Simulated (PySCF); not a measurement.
# The bond of MgTl+, level by level

Aim: find the lowest electronic state of MgTl+, scan its bond at several levels of theory, and get bond length, wavenumber and dissociation energy from each curve.

Computed with PySCF 2.14.0. Level: Mg cc-pVDZ, Tl cc-pVDZ-PP with ECP60, scalar-relativistic core potentials.

### Step 1. Input

Settings of the job:

```json
{
 "atoms": "Mg, Tl",
 "charge": "1",
 "basis": "Mg cc-pVDZ, Tl cc-pVDZ-PP with ECP60",
 "Hamiltonian": "scalar-relativistic core potentials",
 "basis functions": "41",
 "electrons treated": "32",
 "masses in u": "23.9850, 204.9744",
 "levels": "PBE0, PBE, r²SCAN, revPBE, PBEsol, MN15, CAM-B3LYP, HF, MP2, SCS-MP2, CCSD, CCSD(T)",
 "grid": "80 radial by 434 angular points",
 "occupations": "held fixed by the projection of orbital angular momentum",
 "dissociation limit": "Mg + Tl+, each in its ground configuration",
 "starting distance in angstrom": "2.885",
 "values of 2S to try": "0, 2"
}
```

On the command line:

```sh
OMP_NUM_THREADS=1 python dia.py task.json out
```

Further steps of the session: First curve: PBE0; Excited determinants; PBE (GGA); r²SCAN; revPBE; PBEsol (GGA); MN15; CAM-B3LYP (range-separated hybrid); RHF; MP2 and coupled cluster.

Before running it: what results should come out? Wanted: for each run, Re; ωe; De; μ.

As calculated:

Lowest PBE0 solution found, without spin–orbit coupling: ¹Σ⁺ (singlet), closed shell. State 2 has its PBE0 minimum 1.78 eV higher. The other levels ran on the lowest alone.

```
      level  Re (Å)  ωe (cm⁻¹)  De (eV)  μ (D)
        RHF   3.572       97.1    0.413  -4.35
    RHF-MP2   3.358      121.8     0.60    n/a
RHF-SCS-MP2   3.405      115.4     0.54    n/a
   RHF-CCSD   3.384      117.4     0.53    n/a
RHF-CCSD(T)   3.364      120.6     0.56    n/a
        PBE   3.339      123.2     0.81  -5.18
     PBEsol   3.278      130.5     0.88  -5.35
     revPBE   3.395      116.4     0.72  -5.10
     r²SCAN   3.312      127.4     0.79  -5.35
       PBE0   3.331      125.5     0.75  -5.15
       MN15   3.289      126.8     0.77  -5.02
  CAM-B3LYP   3.342      121.7     0.65  -4.92
```

De is counted to Mg + Tl+ in their ground configurations. A positive dipole points from Mg to Tl; in an ion it is taken about the centre of mass and does not tell which atom is negative.

What this shows: Bond lengths run from 3.278 Å (PBEsol) to 3.572 Å (RHF). CCSD(T) can't serve as the judge here: for a weak bond in this basis it is far from its limit. Among the levels with a De in the table, it runs from 0.413 eV (RHF) to 0.88 eV (PBEsol).

Correlated steps freeze 5 core orbitals. Spin–orbit coupling is left out.
